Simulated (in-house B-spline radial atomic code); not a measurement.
**Fe⁶⁺: excited configurations**

How much energy does it take to promote electrons of Fe⁶⁺ to other shells? Each configuration is solved by itself and compared with the reference.

Method: Dirac-Hartree-Fock, average of configuration, Fermi nucleus, basis-set limit. Code: in-house B-spline radial atomic code version 1.

## Step 1: The system

| Item | Value |
| --- | --- |
| element | iron (Z = 26) |
| charge | +6 |
| electrons | 20 |
| configuration | [Ar] 3d2 |
| Hamiltonian | Dirac-Coulomb |
| nucleus | Fermi, rms radius 3.738 fm |

The outer shells:

[Ar] 3d2
```
[Ar] core
3d [↑ ][↑ ][  ][  ][  ]
```

The boxes draw the filling by Hund's rule, which heavy ions in jj coupling don't follow; these runs average over all states of the configuration.

Settings, as recorded:

```ini
Z = 26
electrons = 20.0
configuration = [Ar] 3d2
hamiltonian = dirac
method = hf
spin_polarised = False
nucleus = fermi
rms_radius = 3.7377
mass_number = 56
atomic_mass = 55.934935537
speed_of_light = 137.035999084
```

From the earlier run of the reference: total energy -1261.333732 hartree. Levels, eight at most:

```
orbital  occupation  energy (eV)  <r> (bohr)
  2s1/2           2     -1002.60      0.2649
  2p1/2           2      -876.43      0.2326
  2p3/2           4      -863.76      0.2355
  3s1/2           2      -223.36      0.7715
  3p1/2           2      -181.73      0.7926
  3p3/2           4      -179.86      0.7992
  3d3/2         0.8      -123.88      0.8183
  3d5/2         1.2      -123.66      0.8202
```

## Step 2: [Ar] 3d1 5s1

Settings, as recorded:

```ini
Z = 26
electrons = 20.0
configuration = [Ar] 3d1 5s1
hamiltonian = dirac
method = hf
spin_polarised = False
nucleus = fermi
rms_radius = 3.7377
mass_number = 56
atomic_mass = 55.934935537
speed_of_light = 137.035999084
```

## Step 3: Run with [Ar] 3d1 7f1

The settings differ from step 2 so:

```diff
@@ -2,3 +2,3 @@
 electrons = 20.0
-configuration = [Ar] 3d1 5s1
+configuration = [Ar] 3d1 7f1
 hamiltonian = dirac
```

## Step 4: Run with [Ne] 3s2 3p5 3d3

The settings differ from step 3 so:

```diff
@@ -2,3 +2,3 @@
 electrons = 20.0
-configuration = [Ar] 3d1 7f1
+configuration = [Ne] 3s2 3p5 3d3
 hamiltonian = dirac
```

## Step 5: Configuration [Ar] 3d1 6s1

The settings differ from step 4 so:

```diff
@@ -2,3 +2,3 @@
 electrons = 20.0
-configuration = [Ne] 3s2 3p5 3d3
+configuration = [Ar] 3d1 6s1
 hamiltonian = dirac
```

## Step 6: Configuration [Ne] 3s2 3p5 3d2 7p1

The settings differ from step 5 so:

```diff
@@ -2,3 +2,3 @@
 electrons = 20.0
-configuration = [Ar] 3d1 6s1
+configuration = [Ne] 3s2 3p5 3d2 7p1
 hamiltonian = dirac
```

## Step 7: Run with [Ar] 3d1 7g1

The settings differ from step 6 so:

```diff
@@ -2,3 +2,3 @@
 electrons = 20.0
-configuration = [Ne] 3s2 3p5 3d2 7p1
+configuration = [Ar] 3d1 7g1
 hamiltonian = dirac
```

## Step 8: Run with [Ne] 3s2 3p5 3d2 6g1

The settings differ from step 7 so:

```diff
@@ -2,3 +2,3 @@
 electrons = 20.0
-configuration = [Ar] 3d1 7g1
+configuration = [Ne] 3s2 3p5 3d2 6g1
 hamiltonian = dirac
```

## Step 9: [Ne] 3s2 3p5 3d2 5f1

The settings differ from step 8 so:

```diff
@@ -2,3 +2,3 @@
 electrons = 20.0
-configuration = [Ne] 3s2 3p5 3d2 6g1
+configuration = [Ne] 3s2 3p5 3d2 5f1
 hamiltonian = dirac
```

**Question.** How far above the reference does each configuration lie (order and size, in eV)?

The runs gave:

| net move | configuration | energy above the reference (eV) | with Breit, QED, recoil (eV) | largest <r> (bohr) |
| --- | --- | --- | --- | --- |
| 3p → 3d | [Ne] 3s2 3p5 3d3 | 57.504 | 57.425 | 0.822 |
| 3d → 5s | [Ar] 3d1 5s1 | 78.223 | 78.249 | 3.28 |
| 3d → 6s | [Ar] 3d1 6s1 | 94.476 | 94.497 | 5.18 |
| 3d → 7f | [Ar] 3d1 7f1 | 108.29 | 108.31 | 9.36 |
| 3d → 7g | [Ar] 3d1 7g1 | 108.60 | 108.62 | 9.05 |
| 3p → 5f | [Ne] 3s2 3p5 3d2 5f1 | 151.41 | 151.34 | 4.30 |
| 3p → 6g | [Ne] 3s2 3p5 3d2 6g1 | 160.31 | 160.24 | 6.27 |
| 3p → 7p | [Ne] 3s2 3p5 3d2 7p1 | 161.08 | 161.01 | 7.93 |

Quantum defects of the promoted electron, δ = n − ζ/√(−2ε) with ζ = 7 and ε its orbital energy in hartree:

| promotion | δ |
| --- | --- |
| 3d → 5s | 1.108 |
| 3d → 6s | 1.099 |
| 3d → 7f | 0.083 |
| 3d → 7g | 0.005 |
| 3p → 5f | 0.072 |
| 3p → 6g | 0.004 |
| 3p → 7p | 0.876 |

What this shows: The energies run from 57.504 eV (3p → 3d) to 161.08 eV (3p → 7p). 3 of them lie more than 2 % above the ionisation threshold that Koopmans' theorem gives (123.66 eV), where such states can decay by emitting an electron. Of those tabulated, the defect is largest for 5s (1.11) and least for 6g (0.00): low angular momentum penetrates the core, high angular momentum stays outside it. Two partly filled shells share a symmetry and can mix in the average, which may lower the energy, for: 3p → 7p. These are averages over configurations, without correlation, not spectroscopic levels.
